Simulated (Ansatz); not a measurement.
# CH3ClF2Si (SMILES C[Si](F)(F)Cl) at CAM-B3LYP/def2-SVP

Aim: the vertical ionisation energy of CH3ClF2Si at CAM-B3LYP/def2-SVP, from 2 runs. 

The calculation is run with Ansatz 0.2.0.

126 further runs of the same task are left out: 126 set aside as unsound or not needed.

## Step 1: Starting point

The species is CH3ClF2Si (8 atoms), meant as a singlet with charge 0. SMILES: `C[Si](F)(F)Cl`. Geometry: relaxed at PBE0-D4/def2-TZVP.

Bond lengths: C1–Si2 1.832 Å, Si2–F3 1.582 Å, Si2–F4 1.582 Å, Si2–Cl5 2.029 Å, C1–H6 1.092 Å, C1–H7 1.092 Å, C1–H8 1.091 Å. Some angles: C1–Si2–F3 111.0°, C1–Si2–F4 111.0°, C1–Si2–Cl5 112.6°, F3–Si2–F4 106.6°, F3–Si2–Cl5 107.7°, F4–Si2–Cl5 107.8°, Si2–C1–H6 110.1°, Si2–C1–H7 110.4°, Si2–C1–H8 110.4°, H6–C1–H7 108.6°.

## Step 2: The energy at CAM-B3LYP/def2-SVP

Contents of molecule.yaml:

```yaml
crystal:
  periodic: [false, false, false]
  atoms:
    - symbol: C
      position_ang: [-0.808500, -0.299000, 0.512200]
    - symbol: Si
      position_ang: [0.690600, 0.151400, -0.439200]
    - symbol: F
      position_ang: [1.987000, -0.472300, 0.219100]
    - symbol: F
      position_ang: [0.616200, -0.415600, -1.914200]
    - symbol: Cl
      position_ang: [0.963100, 2.158500, -0.560900]
    - symbol: H
      position_ang: [-0.917100, -1.385400, 0.549800]
    - symbol: H
      position_ang: [-0.740200, 0.080400, 1.533400]
    - symbol: H
      position_ang: [-1.698800, 0.124800, 0.044100]
basis:
  gaussian: {orbitals: def2-SVP}
hamiltonian: {xc: {name: CAM-B3LYP}}
accuracy: high
output: {orbitals: {seedname: orbitals}}
```

The run is started by

```sh
$ ansatz run molecule.yaml --threads 1 --pin off --max-ram 3480MiB --events-out events.jsonl --progress --plain --runs-dir runs
```

The program printed:

```text
Warning: RAYON_NUM_THREADS=1 ignored (pool sized by the plan → 1); use --threads N
Functional definition: CAM-B3LYP
  name "CAM-B3LYP"
  parameter alpha = 0.19
  parameter beta = 0.46
  parameter omega = 0.33/bohr
  parameter ac = 0.81
  exchange = (1 - alpha - beta)*b88_x + beta*b88_x_sr(omega) + alpha*exact_x + beta*exact_x_lr(omega)
  correlation = (1 - ac)*vwn5_c + ac*lyp_c
1970 factors; integrals over basis functions are off by at most 2.4e-8 eV
396 factors; integrals over basis functions are off by at most 1.7e-9 eV
mean field evaluation 1: about -26907.3603 eV, gradient 5.1e1 eV
mean field evaluation 2: about -26907.3950 eV, gradient 5.4e1 eV
mean field evaluation 4: about -26912.1591 eV, gradient 1.0e0 eV
mean field evaluation 8: about -26912.3115 eV, gradient 4.8e-2 eV
mean field evaluation 16: about -26912.3115 eV, gradient 1.3e-5 eV
mean field -26912.31154402 eV, -989.0092074229 hartree, gradient 3.6e-8 eV, S^2 0.000000; 0 other end points of the search recorded, 0 dependent functions left out
reference -26912.31156125 eV, -989.0092080561 hartree; 29, 29 occupied and 64, 64 virtual orbitals, 1970 factors
Total energy: -26912.31156125 eV, -989.0092080561 hartree
```

It took 8.1 s on 1 thread of Arm Neoverse V2, shared host; peak memory 0.37 GiB.

## Step 3: The doublet cation

Contents of run.yaml:

```yaml
crystal:
  periodic: [false, false, false]
  atoms:
    - symbol: C
      position_ang: [-0.808500, -0.299000, 0.512200]
    - symbol: Si
      position_ang: [0.690600, 0.151400, -0.439200]
    - symbol: F
      position_ang: [1.987000, -0.472300, 0.219100]
    - symbol: F
      position_ang: [0.616200, -0.415600, -1.914200]
    - symbol: Cl
      position_ang: [0.963100, 2.158500, -0.560900]
    - symbol: H
      position_ang: [-0.917100, -1.385400, 0.549800]
    - symbol: H
      position_ang: [-0.740200, 0.080400, 1.533400]
    - symbol: H
      position_ang: [-1.698800, 0.124800, 0.044100]
basis:
  gaussian:
    orbitals: def2-SVP
total_charge: 1
magnetization:
  spin_polarized: true
  initial_magnetization: 1
hamiltonian:
  xc: {name: CAM-B3LYP}
accuracy: high
output: {orbitals: {seedname: orbitals}}
```

The run is started by

```sh
$ ansatz run run.yaml --threads 1 --pin off --max-ram 3480MiB --events-out events.jsonl --progress --plain --runs-dir runs
```

The program printed, shortened:

```text
Warning: RAYON_NUM_THREADS=1 ignored (pool sized by the plan → 1); use --threads N
[... 2 set-up lines as earlier in the session ...]
[...]
1969 factors; integrals over basis functions are off by at most 2.4e-8 eV
396 factors; integrals over basis functions are off by at most 1.7e-9 eV
[...]
mean field -26900.18901226 eV, -988.5637125977 hartree, gradient 8.5e-8 eV, S^2 0.758087; 4 other end points of the search recorded, 0 dependent functions left out
reference -26900.18902957 eV, -988.5637132336 hartree; 29, 28 occupied and 64, 65 virtual orbitals, 1969 factors
Total energy: -26900.18902957 eV, -988.5637132336 hartree
```

Run time: 37 s. Hardware: 1 thread of Arm Neoverse V2, shared host; peak memory 0.56 GiB.

## Step 4: Summary of results

At CAM-B3LYP/def2-SVP:

| quantity | value |
| --- | --- |
| singlet CH3ClF2Si: total energy | -989.00921 Eh |
| singlet CH3ClF2Si: HOMO energy | -10.82 eV |
| singlet CH3ClF2Si: LUMO energy | 2.27 eV |
| singlet CH3ClF2Si: HOMO–LUMO gap | 13.09 eV |
| doublet cation: total energy | -988.56371 Eh |
| doublet cation: HOMO energy (highest over α and β) | -17.60 eV |
| doublet cation: LUMO energy (lowest over α and β) | -13.35 eV |
| doublet cation: ⟨S²⟩ | 0.758 |
| vertical ionisation energy (to the doublet cation) | 12.123 eV |

The vertical ionisation energy comes to 12.12 eV (1170 kJ/mol). −ε(HOMO) before ionisation, 10.82 eV, is 1.30 eV below this ionisation energy.
